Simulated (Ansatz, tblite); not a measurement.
**N-butylpyridinium (C₉H₁₄N+): a ladder of methods and basis sets**

An exercise on one series of results from a longer session: the logs are not shown, and one member is left open.

Program: Ansatz 0.2.0, Gaussian basis. Level of theory: as each input shows. These are calculated values, not measurements.

Levels to be run: GFN1-xTB, GFN2-xTB, PBE-D4/def2-TZVP, r2SCAN-D4/def2-TZVP, BLYP-D4/def2-TZVP, r2SCANh-D4/def2-TZVP, PBE-D4/def2-SVP, PBE0-D4/def2-SVP, HF/STO-3G, HF/6-31G, B3LYP-D4/6-31G, MP2/def2-SVP, RPA/def2-SVP.

**The geometry**

The geometry is that of the singlet, from an earlier relaxation (PBE-D4/def2-SVP).

SMILES `CCCC[n+]1ccccc1`, 24 atoms, charge 1, spin multiplicity 1.

Bond lengths: C1–C2 1.529 Å, C1–H11 1.109 Å, C1–H12 1.107 Å, C1–H13 1.109 Å, C2–C3 1.534 Å, C2–H14 1.112 Å, C2–H15 1.112 Å, C3–C4 1.531 Å, C3–H16 1.112 Å, C3–H17 1.112 Å, C4–N5 1.488 Å, C4–H18 1.108 Å, C4–H19 1.108 Å, N5–C6 1.360 Å, N5–C10 1.360 Å, C6–C7 1.393 Å, C6–H20 1.099 Å, C7–C8 1.404 Å and more. Angles: C2–C1–H11 111.5°, C2–C1–H12 110.9°, C2–C1–H13 111.5°, H11–C1–H12 107.5°, H11–C1–H13 107.7°, H12–C1–H13 107.5°, C1–C2–C3 112.6°, C1–C2–H14 109.9°, C1–C2–H15 109.9°, C3–C2–H14 109.2°, C3–C2–H15 109.2°, H14–C2–H15 105.9°, C2–C3–C4 111.9°, C2–C3–H16 110.0°, C2–C3–H17 110.0°, C4–C3–H16 109.2°, C4–C3–H17 109.2°, H16–C3–H17 106.4° and more.

The ion is computed in the gas phase, without counter-ions or solvent.

PBE0-D4/def2-TZVP was run before; its log isn't repeated, and its numbers join the tables.

Set-up of the first run:

Tight binding, by tblite at 300 K electronic temperature and without a spin-polarisation term:

```python
tblite.interface.Calculator('GFN1-xTB', numbers, positions, charge=1, uhf=0).singlepoint()
```

Tight binding, by tblite at 300 K electronic temperature and without a spin-polarisation term:

```python
tblite.interface.Calculator('GFN2-xTB', numbers, positions, charge=1, uhf=0).singlepoint()
```

start.molden holds the orbitals of an earlier run on this state, given as this run's starting guess.

The input, in.yaml:

```yaml
crystal:
  periodic: [false, false, false]
  atoms:
    - {symbol: C, position_ang: [-3.694214, 0.651978, 0.719666]}
    - {symbol: C, position_ang: [-2.729432, -0.232806, -0.070872]}
    - {symbol: C, position_ang: [-1.260123, 0.135070, 0.171033]}
    - {symbol: C, position_ang: [-0.309243, -0.758559, -0.629669]}
    - {symbol: N, position_ang: [1.117597, -0.407505, -0.396655]}
    - {symbol: C, position_ang: [1.711376, 0.539248, -1.171353]}
    - {symbol: C, position_ang: [3.024655, 0.936057, -0.931074]}
    - {symbol: C, position_ang: [3.736839, 0.349980, 0.127232]}
    - {symbol: C, position_ang: [3.106113, -0.623993, 0.917364]}
    - {symbol: C, position_ang: [1.790986, -0.984628, 0.634178]}
    - {symbol: H, position_ang: [-3.520852, 0.567568, 1.812073]}
    - {symbol: H, position_ang: [-4.745255, 0.362713, 0.525737]}
    - {symbol: H, position_ang: [-3.585486, 1.720596, 0.442625]}
    - {symbol: H, position_ang: [-2.888339, -1.300217, 0.198454]}
    - {symbol: H, position_ang: [-2.951451, -0.156846, -1.158116]}
    - {symbol: H, position_ang: [-1.020070, 0.048417, 1.253821]}
    - {symbol: H, position_ang: [-1.084006, 1.198153, -0.105347]}
    - {symbol: H, position_ang: [-0.431752, -1.825105, -0.357337]}
    - {symbol: H, position_ang: [-0.493415, -0.671310, -1.718294]}
    - {symbol: H, position_ang: [1.100898, 0.958208, -1.984052]}
    - {symbol: H, position_ang: [3.479962, 1.699303, -1.577899]}
    - {symbol: H, position_ang: [4.776548, 0.646540, 0.331677]}
    - {symbol: H, position_ang: [3.626789, -1.112257, 1.753262]}
    - {symbol: H, position_ang: [1.241863, -1.740606, 1.213535]}
basis:
  gaussian: {orbitals: def2-TZVP, initial_orbitals: start.molden}
total_charge: 1
hamiltonian: {xc: pbe, dispersion: d4}
scf: {omitted_lower_state_checks: [starts]}
output: {orbitals: {seedname: orbitals}}
```

Command:

```
ansatz run in.yaml --threads 4 --pin off --events-out ev --progress --plain --max-ram 9574MiB
```

Steps of the session up to this table: PBE-D4/def2-TZVP; r2SCAN-D4/def2-TZVP; BLYP-D4/def2-TZVP; r2SCANh-D4/def2-TZVP; PBE-D4/def2-SVP; PBE0-D4/def2-SVP; HF/STO-3G; HF/6-31G; B3LYP-D4/6-31G; MP2/def2-SVP; RPA/def2-SVP.

One of the session's tables, all rows but one given; the rest of the session is left out.

It belongs to the step «Levels side by side». 

```
               level  HOMO (eV)  LUMO (eV)  gap (eV)
           HF/STO-3G     -14.01      -0.67     13.33
            HF/6-31G     -14.71      -2.74     11.97
     PBE-D4/def2-SVP     -11.02      -7.42      3.60
    PBE-D4/def2-TZVP     -11.08      -7.38      3.70
   BLYP-D4/def2-TZVP     -11.02      -7.23      3.80
 r2SCAN-D4/def2-TZVP          ?          ?         ?
r2SCANh-D4/def2-TZVP     -11.89      -6.93      4.97
      B3LYP-D4/6-31G     -12.14      -6.51      5.63
    PBE0-D4/def2-SVP     -12.44      -6.56      5.88
   PBE0-D4/def2-TZVP     -12.46      -6.51      5.95
```

**Question.** Estimate the row for r2SCAN-D4/def2-TZVP.

The run gave: HOMO (eV): -11.38; LUMO (eV): -7.25; gap (eV): 4.13. In the column «HOMO (eV)» it lies between r2SCANh-D4/def2-TZVP (-11.89) and PBE-D4/def2-TZVP (-11.08).
